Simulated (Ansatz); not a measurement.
# Li2SiS3: the cost of one run

Computed with Ansatz 0.2.0 (DFT PBE, scalar-relativistic, plane waves, PAW, unless a step's input says otherwise).

1 further run of the same task is left out (it didn't finish).

## 1. Starting point

It takes space group P6/mmm (No. 191, hexagonal). The conventional cell has a = 5.607 Å, b = 5.607 Å, c = 3.833 Å, α = 90.00°, β = 90.00°, γ = 120.00°. Around Li (site symmetry -6m2) lie 6 S at 2.51 Å. Around Si (site symmetry 6/mmm) lie 6 S at 2.80 Å. S (site symmetry mmm) is surrounded by 4 Li at 2.51 Å.

As a file:

```
CELL_PARAMETERS angstrom
5.60748 0.00000 0.00000
-2.80374 4.85622 0.00000
0.00000 0.00000 3.83331
ATOMIC_POSITIONS crystal
Li 0.33333 0.66667 0.00000
Li 0.66667 0.33333 0.00000
Si 0.00000 0.00000 0.50000
S 0.50000 0.00000 0.50000
S 0.00000 0.50000 0.50000
S 0.50000 0.50000 0.50000
```

It is the end of an earlier relaxation with the same method, from a generated guess; it needn't be the stable form of this composition. At a tolerance of 0.05 Å it has space group P6/mmm (No. 191); it has 17.40 Å³/atom, an uncorrected energy of -0.17 eV/atom over the elements.

## 2. Bands, states and charges

Input file input.yaml:

```yaml
crystal:
  lattice:
    - [5.6074837508, 0.0, 0.0]
    - [-2.8037418754, 4.8562233795, 0.0]
    - [0.0, 0.0, 3.8333132952]
  atoms:
    - { symbol: Li, position: [0.3333333333, 0.6666666667, 0.0] }
    - { symbol: Li, position: [0.6666666667, 0.3333333333, 0.0] }
    - { symbol: Si, position: [0.0, 0.0, 0.5] }
    - { symbol: S, position: [0.5, 0.0, 0.5] }
    - { symbol: S, position: [0.0, 0.5, 0.5] }
    - { symbol: S, position: [0.5, 0.5, 0.5] }
basis:
  ecutwfc: 420
kpoints:
  mp_grid: { grid: [12, 12, 10] }
  band_path:
    path:
      - [[0.0, 0.0, 0.0], [0.5, 0.0, 0.0], [0.33333333, 0.33333333, 0.0], [0.0, 0.0, 0.0], [0.0, 0.0, 0.5], [0.5, 0.0, 0.5], [0.33333333, 0.33333333, 0.5], [0.0, 0.0, 0.5]]
      - [[0.5, 0.0, 0.5], [0.5, 0.0, 0.0]]
      - [[0.33333333, 0.33333333, 0.5], [0.33333333, 0.33333333, 0.0]]
    npoints: 14
hamiltonian:
  xc: pbe
scf:
  occupations: { method: gaussian, width: 0.1 }
  n_extra_bands: 15
output:
  forces: true
  stress: true
  eigenvalues: true
  populations: true
  dos: { projected: true, de: 0.02, nscf_kmesh: { grid: [15, 15, 12] } }
  bader: true
  write_density: true
  write_potential: true
  elf: true
  volumetric_format: npy
```

Started as:

```sh
$ ansatz run input.yaml --threads 1 --pin off --max-ram 2048MiB --backend cpu --events-out ev --progress --plain --runs-dir out
```

Q: Estimate wall time and peak memory on 1 thread of Arm Neoverse N1, shared host.

About 2.1 min, with a peak of 0.61 GiB.
